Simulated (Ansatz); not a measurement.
# PbF2 (cotunnite): the cost of one run

Method: DFT r2SCAN, scalar-relativistic, plane waves, PAW, in Ansatz 0.2.0.

## (1) The structure to begin with

Symmetry: Pnma, No. 62, orthorhombic system. Conventional cell: a = 6.457 Å, b = 3.907 Å, c = 7.666 Å, α = 90.00°, β = 90.00°, γ = 90.00°. Pb (site symmetry m) is surrounded by 7 F at 2.41 to 2.67 Å. F (site symmetry m) is surrounded by 4 Pb at 2.47 to 2.61 Å. F (site symmetry m) has 3 Pb at 2.41 to 2.67 Å as nearest neighbours.

Coordinates:

```cif
data_structure
_symmetry_space_group_name_H-M 'Pnma'
_symmetry_Int_Tables_number 62
_cell_length_a 6.4567
_cell_length_b 3.9071
_cell_length_c 7.6660
_cell_angle_alpha 90.000
_cell_angle_beta 90.000
_cell_angle_gamma 90.000
_cell_volume 193.39
loop_
_atom_site_label
_atom_site_type_symbol
_atom_site_symmetry_multiplicity
_atom_site_Wyckoff_symbol
_atom_site_fract_x
_atom_site_fract_y
_atom_site_fract_z
_atom_site_occupancy
Pb1 Pb 4 c 0.25400 0.25000 0.10670 1
F1 F 4 c 0.86000 0.25000 0.06500 1
F2 F 4 c 0.47000 0.25000 0.85000 1
```

## (2) Cell and atoms relaxed at 9 GPa

input.yaml reads:

```yaml
crystal:
  lattice:
    - [6.4567, 0.0, 0.0]
    - [0.0, 3.9071, 0.0]
    - [0.0, 0.0, 7.666]
  atoms:
    - { symbol: Pb, position: [0.254, 0.25, 0.1067] }
    - { symbol: Pb, position: [0.746, 0.75, 0.8933] }
    - { symbol: Pb, position: [0.246, 0.75, 0.6067] }
    - { symbol: Pb, position: [0.754, 0.25, 0.3933] }
    - { symbol: F, position: [0.86, 0.25, 0.065] }
    - { symbol: F, position: [0.14, 0.75, 0.935] }
    - { symbol: F, position: [0.64, 0.75, 0.565] }
    - { symbol: F, position: [0.36, 0.25, 0.435] }
    - { symbol: F, position: [0.47, 0.25, 0.85] }
    - { symbol: F, position: [0.53, 0.75, 0.15] }
    - { symbol: F, position: [0.03, 0.75, 0.35] }
    - { symbol: F, position: [0.97, 0.25, 0.65] }
scf:
  occupations: { method: fixed }
output:
  forces: true
  stress: true
  eigenvalues: true
  write_density: true
  write_potential: true
  elf: true
  volumetric_format: npy
hamiltonian:
  xc: r2scan
basis:
  ecutwfc: 520
kpoints:
  mp_grid: { grid: [5, 8, 4] }
relax:
  f_tol: 0.003
  max_steps: 60
  cell: { stress_tol: 0.03, p_target: 9 }
```

Started as:

```
> ansatz run input.yaml --threads 4 --pin off --max-ram 10240MiB --backend cpu --events-out ev --progress --plain --runs-dir out
```

What time and memory should one allow on 4 threads of Arm Neoverse V1, shared host?

About 3.6 min, with a peak of 1.5 GiB.
